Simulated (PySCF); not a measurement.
# B3H6N3: the cost of one run

Program: PySCF 2.14.0. Level of theory: levels as typed in each script, gas phase, geometry from GFN2-xTB. These are calculated values, not measurements.

## 1. Where the work starts

12 atoms, charge 0, spin multiplicity 1.

Bond lengths: B1–N2 1.417 Å, B1–N6 1.417 Å, B1–H7 1.175 Å, N2–B3 1.417 Å, N2–H8 1.008 Å, B3–N4 1.417 Å, B3–H9 1.175 Å, N4–B5 1.417 Å, N4–H10 1.008 Å, B5–N6 1.417 Å, B5–H11 1.175 Å, N6–H12 1.008 Å. Angles: N2–B1–N6 116.9°, N2–B1–H7 121.5°, N6–B1–H7 121.5°, B1–N2–B3 123.1°, B1–N2–H8 118.5°, B3–N2–H8 118.5°, N2–B3–N4 116.9°, N2–B3–H9 121.5°, N4–B3–H9 121.5°, B3–N4–B5 123.1°, B3–N4–H10 118.5°, B5–N4–H10 118.5°, N4–B5–N6 116.9°, N4–B5–H11 121.5°, N6–B5–H11 121.5°, B1–N6–B5 123.1°, B1–N6–H12 118.5°, B5–N6–H12 118.5°.

As a file:

```xyz
12
charge 0, multiplicity 1
B     1.3861   -0.3849    0.0000
N     0.3488   -1.3501    0.0000
B    -1.0264   -1.0079    0.0000
N    -1.3436    0.3730    0.0000
B    -0.3597    1.3928    0.0000
N     0.9949    0.9771    0.0000
H     2.5185   -0.6993    0.0000
H     0.6010   -2.3265    0.0000
H    -1.8648   -1.8314    0.0000
H    -2.3153    0.6428    0.0000
H    -0.6536    2.5307    0.0000
H     1.7143    1.6837    0.0000
```

## 2. Localised orbitals (B3LYP/def2-tzvp)

The input, input.py:

```python
import numpy as np
from pyscf import gto, scf, dft, lo
from pyscf.data.elements import chemcore

def solve(mol, dm0=None, hcore=None):
    mf = (dft.UKS if mol.spin else dft.RKS)(mol, xc='b3lyp')
    mf.grids.level = 3
    mf = mf.density_fit(auxbasis='def2-universal-jkfit')
    mf.conv_tol, mf.max_cycle = 1e-8, 80
    if hcore is not None:
        mf.get_hcore = lambda *args: hcore
    mf.kernel(dm0)
    if not mf.converged:
        mf = mf.newton().run(mf.mo_coeff, mf.mo_occ, max_cycle=30)
    assert mf.converged, 'SCF not converged'
    return mf

mol = gto.M(atom='''
B      1.38608    -0.38486     0.00000
N      0.34877    -1.35014     0.00000
B     -1.02635    -1.00794     0.00000
N     -1.34364     0.37303     0.00000
B     -0.35974     1.39281     0.00000
N      0.99488     0.97711     0.00000
H      2.51848    -0.69931     0.00000
H      0.60100    -2.32646     0.00000
H     -1.86485    -1.83142     0.00000
H     -2.31527     0.64275     0.00000
H     -0.65362     2.53072     0.00000
H      1.71427     1.68371     0.00000
''', basis='def2-tzvp', charge=0, spin=0, verbose=4)
mf = solve(mol)
occ_all = mf.mo_coeff[:, mf.mo_occ > 0]
occ = occ_all[:, chemcore(mol):]
pm = lo.PM(mol, occ, pop_method='meta_lowdin')
loc = pm.kernel()
for _ in range(5):
    new, stable = pm.stability_jacobi(return_status=True)
    if stable:
        break
    loc = pm.kernel(new)
fock, s = mf.get_fock(), mf.get_ovlp()
ortho = lo.orth_ao(mol, 'meta_lowdin')
labels = mol.ao_labels(fmt=None)
vir = loc[:, :0]
both = np.hstack([loc, vir])
p = (ortho.T @ s @ both) ** 2
pop = np.array([p[[l[0] == a for l in labels]].sum(0) for a in range(mol.natm)])
spd = np.array([[p[[l[0] == a and l[2][-1] == k for l in labels]].sum(0) for k in 'spd'] for a in range(mol.natm)])
eps = np.einsum('pi,pq,qi->i', both, fock, both)
for i in np.argsort(eps):
    top = np.argsort(-pop[:, i])[:3]
    print('%3d %s %9.4f Eh ' % (i + 1, 'occ' if i < loc.shape[1] else 'vir', eps[i]), '  '.join('%s%d %.3f' % (mol.atom_symbol(a), a + 1, pop[a, i]) for a in top))
np.savez('result.npz', c=both, nocc=loc.shape[1], pop=pop, spd=spd, eps=eps, e=mf.e_tot)
```

The run is started by

```bash
> OMP_NUM_THREADS=1 python input.py
```

**Question.** How long does this run take on 1 thread of Arm Neoverse V2, shared host, and how much memory does it need?

About 33 s, with a peak of 0.83 GiB.
